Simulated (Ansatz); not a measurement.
**C₉H₁₇HfNO₂: one species, many methods**

An exercise on one series of results from a longer session: the logs are not shown, and one member is left open.

The runs use Ansatz 0.2.0, Gaussian basis; functionals in def2-TZVPP, the program's frozen cores in correlated methods.

The runs, in order: LDA (SPW92), PBE-D4, revPBE-D4, BLYP-D4, r2SCAN-D4, B97M-V, PBE0-D4, B3LYP-D4, r2SCANh-D4, r2SCAN0-D4, HSE06-D4, BHLYP-D4, CAM-B3LYP-D4, LC-ωPBE, ωB97X-V, ωB97M-V, B2PLYP, PBE-QIDH; CCSD(T)/def2-SVP; CCSD(T)/def2-TZVPP; MP2/def2-QZVPP; extrapolation to the limit; RPA on PBE.

## Structure used throughout

The geometry comes from an earlier relaxation with PBE0-D4 in a triple-zeta def2 set; it is a stationary point, not always the lowest conformer. Hf takes the def2 core potential; no spin-orbit term is included.

SMILES `CC[C@@]12[C@H]3[C@H]4[C@H]5[C@@H]1[Hf]4532([NH2])([O]C)[O]C`, 30 atoms, charge 0, spin multiplicity 1.

Atoms are counted from 1 here; the program's logs count them from 0.

Bond lengths: C1–C2 1.521 Å, C1–H14 1.092 Å, C1–H15 1.093 Å, C1–H16 1.093 Å, C2–C3 1.497 Å, C2–H17 1.097 Å, C2–H18 1.094 Å, C3–C4 1.412 Å, C3–C7 1.417 Å, C3–Hf8 2.568 Å, C4–C5 1.415 Å, C4–Hf8 2.524 Å, C4–H19 1.080 Å, C5–C6 1.411 Å, C5–Hf8 2.495 Å, C5–H20 1.081 Å, C6–C7 1.409 Å, C6–Hf8 2.522 Å and more. Angles: C2–C1–H14 110.8°, C2–C1–H15 110.5°, C2–C1–H16 111.5°, H14–C1–H15 108.3°, H14–C1–H16 107.5°, H15–C1–H16 108.2°, C1–C2–C3 114.5°, C1–C2–H17 109.5°, C1–C2–H18 109.6°, C3–C2–H17 108.4°, C3–C2–H18 108.8°, H17–C2–H18 105.8°, C2–C3–C4 127.0°, C2–C3–C7 126.1°, C2–C3–Hf8 122.0°, C4–C3–C7 106.9°, C4–C3–Hf8 72.2°, C7–C3–Hf8 73.1° and more.

The first run:

File in.yaml:

```yaml
crystal:
  periodic: [false, false, false]
  atoms:
    - {symbol: C, position_ang: [-1.830363, -2.348057, 0.824033]}
    - {symbol: C, position_ang: [-2.494451, -0.987623, 0.679507]}
    - {symbol: C, position_ang: [-1.752739, -0.025339, -0.195263]}
    - {symbol: C, position_ang: [-1.077553, -0.320117, -1.399774]}
    - {symbol: C, position_ang: [-0.562761, 0.884234, -1.935582]}
    - {symbol: C, position_ang: [-0.926020, 1.935034, -1.067264]}
    - {symbol: C, position_ang: [-1.645445, 1.373439, 0.006584]}
    - {symbol: Hf, position_ang: [0.739343, 0.487769, 0.155298]}
    - {symbol: N, position_ang: [0.315205, 0.355147, 2.165543]}
    - {symbol: O, position_ang: [1.711282, -1.138441, -0.245173]}
    - {symbol: C, position_ang: [1.987414, -2.436572, -0.625961]}
    - {symbol: O, position_ang: [2.071456, 1.877656, -0.035050]}
    - {symbol: C, position_ang: [2.743761, 3.065595, -0.241135]}
    - {symbol: H, position_ang: [-2.430790, -3.007264, 1.454687]}
    - {symbol: H, position_ang: [-0.842290, -2.245726, 1.279051]}
    - {symbol: H, position_ang: [-1.710326, -2.840251, -0.143958]}
    - {symbol: H, position_ang: [-3.505468, -1.115835, 0.274014]}
    - {symbol: H, position_ang: [-2.625531, -0.536570, 1.667534]}
    - {symbol: H, position_ang: [-0.956675, -1.301224, -1.835695]}
    - {symbol: H, position_ang: [0.013556, 0.979189, -2.845120]}
    - {symbol: H, position_ang: [-0.666399, 2.976951, -1.185844]}
    - {symbol: H, position_ang: [-2.047030, 1.915366, 0.851293]}
    - {symbol: H, position_ang: [-0.558845, 0.487062, 2.648318]}
    - {symbol: H, position_ang: [1.035722, 0.175913, 2.852142]}
    - {symbol: H, position_ang: [1.275765, -2.794070, -1.382971]}
    - {symbol: H, position_ang: [2.995340, -2.511546, -1.051969]}
    - {symbol: H, position_ang: [1.932013, -3.118643, 0.231855]}
    - {symbol: H, position_ang: [2.884314, 3.606478, 0.703073]}
    - {symbol: H, position_ang: [3.734219, 2.882870, -0.675763]}
    - {symbol: H, position_ang: [2.193264, 3.724565, -0.926421]}
basis:
  gaussian: {orbitals: def2-TZVPP}
hamiltonian: {xc: lda}
output: {orbitals: {seedname: orbitals}}
```

On the command line:

```bash
ansatz run in.yaml --threads 11 --pin off --events-out ev --progress --plain --max-ram 110592MiB --backend cuda --devices 0, --max-vram 75GiB
```

Steps of the session up to this table: LDA; PBE-D4 (GGA); revPBE-D4 (GGA); BLYP-D4 (GGA); r2SCAN-D4 (meta-GGA); B97M-V (meta-GGA); B3LYP-D4 (hybrid); r2SCANh-D4 (hybrid); r2SCAN0-D4 (hybrid); HSE06-D4 (hybrid); BHLYP-D4 (hybrid); CAM-B3LYP-D4 (range-separated); LC-ωPBE (range-separated); ωB97X-V (range-separated); ωB97M-V (range-separated); B2PLYP (double hybrid); PBE-QIDH (double hybrid).

One table of the session follows, with a row left open; its other results are not shown here.

It belongs to the step «Frontier levels by functional». 

```
  functional  HOMO (eV)  gap (eV)
 LDA (SPW92)      -5.36      4.59
      PBE-D4      -5.16      4.63
   revPBE-D4      -5.08      4.66
     BLYP-D4      -5.03      4.64
   r2SCAN-D4          ?         ?
      B97M-V      -5.50      5.13
     PBE0-D4      -6.48      6.81
    B3LYP-D4      -6.25      6.36
  r2SCANh-D4      -5.92      5.92
  r2SCAN0-D4      -6.67      7.14
    HSE06-D4      -6.07      6.04
    BHLYP-D4      -7.58      8.53
CAM-B3LYP-D4      -7.82      8.90
     LC-ωPBE      -9.13     11.31
     ωB97X-V      -8.80     10.77
     ωB97M-V      -8.72     10.16
```

**Question.** Estimate the row for r2SCAN-D4.

Worked estimate for «HOMO (eV)». Against the share of exact exchange, r2SCANh-D4 (0.1, -5.92), r2SCAN0-D4 (0.25, -6.67) give a slope of -5.00 per unit share; at 0 the line stands at -5.42.

The run gave: HOMO (eV): -5.42; gap (eV): 5.10. In «HOMO (eV)» the line misses by 0.00.
